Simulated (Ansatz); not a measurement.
# CH5BO: the cost of one run

The runs use Ansatz 0.2.0, Gaussian basis; PBE0-D4/def2-TZVP structures, single points in def2-TZVPP, no counterpoise correction.

Levels: SPW92, PBE-D4, BLYP-D4, r2SCAN-D4, B97M-V, PBE0-D4, B3LYP-D4, r2SCAN0-D4, BHLYP-D4, CAM-B3LYP-D4, wB97X-V, wB97M-V, B2PLYP, PBE-QIDH, RPA on PBE, Hartree-Fock, MP2, CCSD, CCSD(T).

Correlated methods freeze the cores. B3LYP uses VWN-RPA correlation. B2PLYP carries no dispersion term here.

94 further runs of the same task are left out: 94 set aside as unsound or not needed.

## 1. Where the work starts

The complex: 12 atoms, charge 0, spin multiplicity 1.

Atoms are counted from 1 here; the program's logs count them from 0.

Bond lengths: B1–O2 1.426 Å, B1–H4 1.214 Å, B1–H5 1.221 Å, B1–N7 1.687 Å, O2–C3 1.394 Å, C3–H8 1.098 Å, C3–H9 1.094 Å, C3–H10 1.104 Å, H6–N7 1.015 Å, N7–H11 1.015 Å, N7–H12 1.015 Å. Angles: O2–B1–H4 112.6°, O2–B1–H5 115.8°, O2–B1–N7 106.2°, H4–B1–H5 114.6°, H4–B1–N7 102.6°, H5–B1–N7 103.2°, B1–O2–C3 117.8°, O2–C3–H8 111.8°, O2–C3–H9 109.0°, O2–C3–H10 112.9°, H8–C3–H9 108.6°, H8–C3–H10 107.3°, H9–C3–H10 107.0°, B1–N7–H6 108.8°, B1–N7–H11 110.6°, B1–N7–H12 111.8°, H6–N7–H11 108.8°, H6–N7–H12 108.3° and more.

As a file:

```csv
atom,x (Å),y (Å),z (Å)
B1,-0.3681,-0.0108,0.9006
O2,0.6566,0.8377,0.3874
C3,0.4446,1.4332,-0.8553
H4,-0.2540,-0.2106,2.0927
H5,-1.5046,0.2475,0.5353
H6,0.8590,-1.8233,0.4659
N7,-0.0896,-1.5386,0.2419
H8,-0.5276,1.9414,-0.9038
H9,1.2326,2.1694,-1.0372
H10,0.4792,0.7100,-1.6892
H11,-0.7356,-2.2182,0.6299
H12,-0.1924,-1.5379,-0.7679
```

Its parts: CH₅BO holds atoms 1, 2, 3, 4, 5, 8, 9, 10; NH₃ holds atoms 6, 7, 11, 12. Each part counts its atoms afresh in its own runs.

## 2. Relaxing CH₅BO alone

relax-a/in.yaml reads:

```yaml
crystal:
  periodic: [false, false, false]
  atoms:
    - {symbol: B, position_ang: [-0.368059, -0.010774, 0.900587]}
    - {symbol: O, position_ang: [0.656605, 0.837701, 0.387373]}
    - {symbol: C, position_ang: [0.444592, 1.433193, -0.855287]}
    - {symbol: H, position_ang: [-0.254009, -0.210602, 2.092669]}
    - {symbol: H, position_ang: [-1.504552, 0.247462, 0.535256]}
    - {symbol: H, position_ang: [-0.527563, 1.941433, -0.903817]}
    - {symbol: H, position_ang: [1.232574, 2.169408, -1.037196]}
    - {symbol: H, position_ang: [0.479191, 0.710013, -1.689173]}
basis:
  gaussian: {orbitals: def2-TZVP}
hamiltonian: {xc: pbe0, dispersion: d4}
relax: {f_tol: 0.005, max_steps: 200}
```

Command:

```console
$ ansatz run in.yaml --threads 4 --pin off --events-out ev --progress --plain --max-ram 9574MiB
```

**Question.** How long does this run take on 4 threads of Arm Neoverse V1, shared host?

About 12 s.
